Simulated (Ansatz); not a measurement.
**MnSb4 in Ansatz: the effect of fixed moment**

Crystal: MnSb4.

```
Sb Mn
1.0
     3.08050    0.00000    0.00000
     0.00000    3.08050    0.00000
     0.00000    0.00000   14.99420
Sb Mn
4 1
Direct
  0.00000 0.00000 0.81968
  0.00000 0.00000 0.60055
  0.00000 0.00000 0.39945
  0.00000 0.00000 0.18032
  0.00000 0.00000 0.00000
```

The cell comes from a database or a generator and needn't be the stable form of this composition.

Alike in all runs:

```yaml
Program: Ansatz 0.2.0
Task: single point
Functional: PBE
Potentials_or_basis: Ansatz PAW
Cutoff: "420 eV (not typed: the program's choice for these potentials)"
k_mesh: 7 × 7 × 2
Occupations: fermi-dirac, width 0.05 eV
```

One run gave: energy over the lowest run 124.3 meV/atom; pressure -1.3 GPa; largest force 0.37 eV/Å. Which fixed moment did it use?
A. 4
B. 5
C. 1
D. 2
E. 0

D.

```csv
fixed moment,spin,starting moments,energy over the lowest run (meV/atom),pressure (GPa),largest force (eV/Å)
0,"collinear spin, program default start",-,357.1,-3.9,0.58
1,"collinear spin, ferromagnetic start","[0.0, 0.0, 0.0, 0.0, 1.0] μB",232.0,-2.0,0.46
2,"collinear spin, ferromagnetic start","[0.0, 0.0, 0.0, 0.0, 2.0] μB",124.3,-1.3,0.37
3,"collinear spin, ferromagnetic start","[0.0, 0.0, 0.0, 0.0, 3.0] μB",42.1,-0.8,0.18
4,"collinear spin, ferromagnetic start","[0.0, 0.0, 0.0, 0.0, 4.0] μB",0.0,-0.5,0.02
5,"collinear spin, ferromagnetic start","[0.0, 0.0, 0.0, 0.0, 5.0] μB",33.2,0.4,0.16
6,"collinear spin, ferromagnetic start","[0.0, 0.0, 0.0, 0.0, 6.0] μB",120.6,1.5,0.29
8,"collinear spin, ferromagnetic start","[0.0, 0.0, 0.0, 0.0, 8.0] μB",465.4,4.1,0.52
```

Caveats: the total moment is fixed, so each spin has its own Fermi level; the thresholds are loose for stress; a cell with one magnetic atom can't hold antiferromagnetic order, which such compounds often take (some runs).
